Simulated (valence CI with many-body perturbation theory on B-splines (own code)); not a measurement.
# Ho: the cost of one run

Method: configuration interaction of the valence electrons, many-body perturbation theory for a frozen closed Dirac-Fock core, no-pair Dirac Hamiltonian, B-spline basis. Code: an in-house CI+MBPT code version 3.

### 1 What is computed

| Item | Value |
| --- | --- |
| element | holmium (Z = 67, A = 165) |
| charge | +61 |
| frozen core | [He] |
| start configuration of the valence electrons | 2s2 2p2 |
| nuclear rms radius | 5.2022 fm |

### 2 The run

Settings, as recorded:

```ini
atom Ho  Z=67  mass_number=165  rms_radius_fm=5.2022
core [He]
valence 2s2 2p2
avg = 1
basis = L
breit = 1
cap = 40000
capref = 1200
cscale = 1
de = 0.0
dress = 0
eps = 2e-08
h = 0.27
hh = 1
l2 = 3
lcore = 6
maxit = 60
n2 = 5
natural = 1
nlev = 60
nno = [7, 7, 6, 5, 4, 2, 1]
nroot = 26
nsp = [4, 4, 3, 2, 1, 0, 0]
pt2 = 1
qed = 1
rpa = 1
s1 = 1
s2 = 1
s3 = 1
screen = 1
tol = 2e-05
```

Started as:

```sh
> python run_cv.py task.json out
```

task.json holds these settings.

**Question.** How long does this run take on 1 thread of Arm Neoverse V2, shared host, and how much memory does it need?

About 3.3 min, with a peak of 1.2 GiB.
